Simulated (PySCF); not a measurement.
**C₃H₁₀O₃Si: electronic excitations**

What electronic excitations should C₃H₁₀O₃Si (`CO[SiH2]OCCO`) show?

The runs use PySCF 2.14.0, with density-fitted response routines of our own; the level of theory stands in each step. All values are computed, except where a source is named. Atoms count from 0, in the outputs and in this text.

## (1) Starting geometry

17 atoms, charge 0, multiplicity 1; geometry from: GFN2-xTB.

Bonds of the start (Å): C0–O1 1.39, O1–Si2 1.61, Si2–O3 1.61, O3–C4 1.40, C4–C5 1.53, C5–O6 1.40, C0–H7 1.09, C0–H8 1.09, C0–H9 1.09, Si2–H10 1.47, Si2–H11 1.47, C4–H12 1.10, C4–H13 1.10, C5–H14 1.09, C5–H15 1.10, O6–H16 0.97.

## (2) TDDFT and polarisability: wB97X-D/def2-SVPD

Job settings and geometry (Å):

```
{"job": {"kind": "uv", "xc": "wB97X-D", "basis": "def2-SVPD", "nstates": 8, "ntriplets": 3}, "charge": 0, "multiplicity": 1}
C      3.262933     0.734171     0.424676
O      1.881506     0.589481     0.488872
Si     1.009540    -0.500098    -0.316661
O     -0.451653    -0.120701     0.247959
C     -1.646314    -0.759781    -0.085406
C     -2.793152    -0.007817     0.590848
O     -2.874674     1.313617     0.130758
H      3.557193     1.504862     1.137165
H      3.577139     1.032358    -0.578407
H      3.766753    -0.201571     0.677456
H      1.095378    -0.319182    -1.769524
H      1.385769    -1.876806     0.019888
H     -1.783565    -0.749416    -1.172417
H     -1.625272    -1.802967     0.248030
H     -3.747088    -0.485282     0.358015
H     -2.634593    -0.028228     1.678625
H     -1.986899     1.689392     0.196729
```

Method: TDDFT wB97X-D/def2-SVPD, vertical, gas phase, core orbitals frozen in the response.

Predict these results of the whole session: lowest singlet (wB97X-D/def2-SVPD); brightest single state of those computed; lowest triplet.

As calculated:

| quantity | value |
| --- | --- |
| lowest singlet (wB97X-D/def2-SVPD) | 7.26 eV (171 nm), f = 0.000 |
| brightest single state of those computed | state 7, 8.39 eV, f = 0.030 |
| lowest triplet | 7.02 eV |

What this shows: The first singlet state (HOMO−1→LUMO 0.88) lies at 7.26 eV and is dark; of the 8 states computed, the strongest absorption comes from state 7 at 8.39 eV. The lowest triplet lies 0.24 eV below the lowest singlet (triplets in Tamm-Dancoff, singlets in full TDDFT).
